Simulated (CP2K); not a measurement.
The system is WF.

```
W F
1.0
     5.30927    0.00000    0.00000
     4.60648    2.63983    0.00000
     4.60648    1.22636    2.33768
W F
1 1
Direct
  0.81412 0.81412 0.81412
  0.93712 0.93712 0.93712
```

The cell was built by a generator and needn't be a form met in nature.

Program: CP2K 2026.2. Alike in all runs: task band structure; potentials or basis POTENTIAL_UZH W GTH-PBE-q14, F GTH-PBE-q7; TZVP-MOLOPT-PBE-GTH basis; no spin polarisation; cell as given; k mesh 11 × 11 × 11; smearing fermi-dirac 0.05 eV.

Q: Order these runs on this cell by their pressure, lowest first.
A. level HLE16
B. level LDA
C. level vdW-DF-cx; cutoff of the non-local correlation (Ry) 150 Ry
D. level RPBE

A: A (-24.5 GPa), B (-8.1 GPa), C (-4.1 GPa), D (2.1 GPa).

Caveats: the potentials were made for another functional, which shifts forces and pressure; the basis of atomic orbitals isn't converged, which shifts pressures, moduli and gaps; an odd number of electrons without spin polarisation forces a metal; a magnetic or distorted state may lie lower; the potentials were made for a functional far from this one (some runs).

Runs at the PBE level aren't shown here.
